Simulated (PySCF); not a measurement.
# GaHSeCl2 (SMILES [Cl][Ga]([Cl])[SeH]) at M06-2X/def2-SVP

What is the vertical ionisation energy of GaHSeCl2 at M06-2X/def2-SVP? The job is set up through a Python script.

The results are computed with PySCF 2.14.0.

## 1. The molecule

GaHSeCl2: 5 atoms, total charge 0, spin state singlet. SMILES: `[Cl][Ga]([Cl])[SeH]`. Geometry: relaxed at PBE0-D4/def2-TZVP.

Bond lengths: Cl1–Ga2 2.125 Å, Ga2–Cl3 2.127 Å, Ga2–Se4 2.299 Å, Se4–H5 1.470 Å. Angles: Cl1–Ga2–Cl3 117.8°, Cl1–Ga2–Se4 120.0°, Cl3–Ga2–Se4 122.1°, Ga2–Se4–H5 90.8°.

## 2. A single-point energy at M06-2X/def2-SVP

calc.py

```python
from pyscf import gto, dft

molecule = gto.Mole()
molecule.atom = '''
Cl       1.565200      -0.816300       1.955100
Ga       0.270800      -0.384500       0.326100
Cl      -0.593300      -2.024800      -0.717000
Se      -0.155400       1.797300      -0.258200
H       -1.037500       1.354700      -1.347300
'''
molecule.basis = 'def2-svp'
molecule.max_memory = 1860
molecule.verbose = 4
molecule.charge = 0
molecule.build()

ks = dft.RKS(molecule, xc='m06-2x')
ks.conv_tol = 1e-10
ks.grids.level = 5
ks.kernel()
if not ks.converged:
    ks = ks.newton().run(ks.mo_coeff, ks.mo_occ)

e_tot = ks.e_tot
print('E = %.10f Eh' % e_tot)
```

The run is started by

```console
$ OMP_NUM_THREADS=1 python calc.py
```

The log of the run:

```text
PySCF version 2.14.0

[INPUT] num. atoms = 5
[INPUT] num. electrons = 100
[INPUT] charge = 0
[INPUT] spin (= nelec alpha-beta = 2S) = 0
[INPUT] symmetry False subgroup None
[INPUT] Mole.unit = angstrom
[INPUT] Symbol           X                Y                Z      unit          X                Y                Z       unit  Magmom
[INPUT]  1 Cl     1.565200000000  -0.816300000000   1.955100000000 AA    2.957799330169  -1.542583435482   3.694603546137 Bohr   0.0
[INPUT]  2 Ga     0.270800000000  -0.384500000000   0.326100000000 AA    0.511737834532  -0.726599694895   0.616239689221 Bohr   0.0
[INPUT]  3 Cl    -0.593300000000  -2.024800000000  -0.717000000000 AA   -1.121174509704  -3.826317457019  -1.354933631313 Bohr   0.0
[INPUT]  4 Se    -0.155400000000   1.797300000000  -0.258200000000 AA   -0.293663439757   3.396404763681  -0.487927285363 Bohr   0.0
[INPUT]  5 H     -1.037500000000   1.354700000000  -1.347300000000 AA   -1.960590854236   2.560011980948  -2.546028007627 Bohr   0.0

nuclear repulsion = 728.447111768309
number of shells = 43
number of NR pGTOs = 227
number of NR cGTOs = 105
basis = def2-svp
ecp = {}

******** <class 'pyscf.dft.rks.RKS'> ********
method = RKS
initial guess = minao
damping factor = 0
level_shift factor = 0
DIIS = <class 'pyscf.scf.diis.CDIIS'>
diis_start_cycle = 1
diis_space = 8
diis_damp = 0
SCF conv_tol = 1e-10
SCF conv_tol_grad = None
SCF max_cycles = 50
direct_scf = True
direct_scf_tol = 1e-13
XC library pyscf.dft.libxc version 7.0.0
    S. Lehtola, C. Steigemann, M. J.T. Oliveira, and M. A.L. Marques.,  SoftwareX 7, 1–5 (2018)
XC functionals = m06-2x
    Y. Zhao and D. G. Truhlar.,  Theor. Chem. Acc. 120, 215 (2008)
    Y. Zhao and D. G. Truhlar.,  Theor. Chem. Acc. 120, 215 (2008)
radial grids:
    Treutler-Ahlrichs [JCP 102, 346 (1995); DOI:10.1063/1.469408] (M4) radial grids

becke partition: Becke, JCP 88, 2547 (1988); DOI:10.1063/1.454033
pruning grids: <function nwchem_prune>
grids dens level: 5
symmetrized grids: False
atomic radii adjust function: <function treutler_atomic_radii_adjust>
small_rho_cutoff = 0
Set gradient conv threshold to 1e-05
Initial guess from minao.
tot grids = 199648
init E= -5245.55969862871
  HOMO = -0.309084873985337  LUMO = -0.0627387237021231  gap/eV = 6.70342
cycle= 1 E= -5246.67888654654  delta_E= -1.12  |g|= 0.467  |ddm|= 2.61
  HOMO = -0.336636425841691  LUMO = -0.0661661666119291  gap/eV = 7.35987
cycle= 2 E= -5246.67599345588  delta_E= 0.00289  |g|= 0.539  |ddm|= 1.16
  HOMO = -0.329794272208393  LUMO = -0.0212540589235097  gap/eV = 8.39581
cycle= 3 E= -5246.74240877899  delta_E= -0.0664  |g|= 0.0327  |ddm|= 0.588
  HOMO = -0.328114925104854  LUMO = -0.0198889956399078  gap/eV = 8.38725
cycle= 4 E= -5246.74265296366  delta_E= -0.000244  |g|= 0.0134  |ddm|= 0.0487
  HOMO = -0.3282949032364  LUMO = -0.0198507120226033  gap/eV = 8.39319
cycle= 5 E= -5246.74269622478  delta_E= -4.33e-05  |g|= 0.002  |ddm|= 0.0167
  HOMO = -0.328156911193464  LUMO = -0.0197889410812221  gap/eV = 8.39112
cycle= 6 E= -5246.74269741254  delta_E= -1.19e-06  |g|= 0.000699  |ddm|= 0.00358
  HOMO = -0.328192726795887  LUMO = -0.0198995926898133  gap/eV = 8.38908
cycle= 7 E= -5246.74269761641  delta_E= -2.04e-07  |g|= 0.00015  |ddm|= 0.00112
  HOMO = -0.328204962699458  LUMO = -0.0198819297928884  gap/eV = 8.38990
cycle= 8 E= -5246.7426976303  delta_E= -1.39e-08  |g|= 3.82e-05  |ddm|= 0.00039
  HOMO = -0.328196216583016  LUMO = -0.0198813035873789  gap/eV = 8.38968
cycle= 9 E= -5246.74269763136  delta_E= -1.07e-09  |g|= 9.89e-06  |ddm|= 0.000105
  HOMO = -0.328197662303297  LUMO = -0.0198815038944621  gap/eV = 8.38971
cycle= 10 E= -5246.74269763143  delta_E= -6.09e-11  |g|= 4.87e-06  |ddm|= 2.51e-05
  HOMO = -0.328196753270294  LUMO = -0.0198815404039943  gap/eV = 8.38968
Extra cycle  E= -5246.74269763141  delta_E= 1.27e-11  |g|= 4e-06  |ddm|= 9.2e-06
converged SCF energy = -5246.74269763141
E = -5246.7426976314 Eh
```

Run time: 43 s. Hardware: 1 thread of Arm Neoverse V1, shared host; peak memory 0.58 GiB.

## 3. The doublet cation

run.py

```python
from pyscf import gto, dft

molecule = gto.M(
    atom=[
    ('Cl', (1.565200, -0.816300, 1.955100)),
    ('Ga', (0.270800, -0.384500, 0.326100)),
    ('Cl', (-0.593300, -2.024800, -0.717000)),
    ('Se', (-0.155400, 1.797300, -0.258200)),
    ('H', (-1.037500, 1.354700, -1.347300)),
],
    basis='def2-svp',
    max_memory=1860,
    verbose=3,
    spin=1,
    charge=1,
)

ks = dft.UKS(molecule, xc='m06-2x')
ks.conv_tol = 1e-10
ks.grids.level = 5
ks.kernel()
if not ks.converged:
    ks = ks.newton().run(ks.mo_coeff, ks.mo_occ)

e_final = ks.e_tot
print('E = %.10f Eh' % e_final)
```

The run is started by

```console
$ OMP_NUM_THREADS=1 python run.py
```

The log of the run:

```text
WARN: HOMO -0.309084873985337 >= LUMO -0.309084873985336

converged SCF energy = -5246.37132767824  <S^2> = 0.75478446  2S+1 = 2.0047788
E = -5246.3713276782 Eh
```

Run time: 1.9 min. Hardware: 1 thread of Arm Neoverse V1, shared host; peak memory 0.62 GiB.

## 4. Outcome

At M06-2X/def2-SVP:

| quantity | value |
| --- | --- |
| singlet GaHSeCl2: total energy | -5246.74270 Eh |
| singlet GaHSeCl2: dipole moment | 1.52 D |
| singlet GaHSeCl2: HOMO energy | -8.93 eV |
| singlet GaHSeCl2: LUMO energy | -0.54 eV |
| singlet GaHSeCl2: HOMO–LUMO gap | 8.39 eV |
| doublet cation: total energy | -5246.37133 Eh |
| doublet cation: HOMO energy (highest over α and β) | -14.99 eV |
| doublet cation: LUMO energy (lowest over α and β) | -11.16 eV |
| doublet cation: ⟨S²⟩ | 0.755 |
| vertical ionisation energy (to the doublet cation) | 10.105 eV |

In words: Removing an electron at fixed nuclei costs 10.11 eV (233 kcal/mol). The negative HOMO energy of the first species, 8.93 eV, lies 1.17 eV below that difference. Mulliken charges (singlet GaHSeCl2) run from -0.26 on Cl3 to +0.67 on Ga2. Mulliken charges (doublet cation) run from -0.13 on Cl3 to +0.70 on Ga2; they depend strongly on the basis.
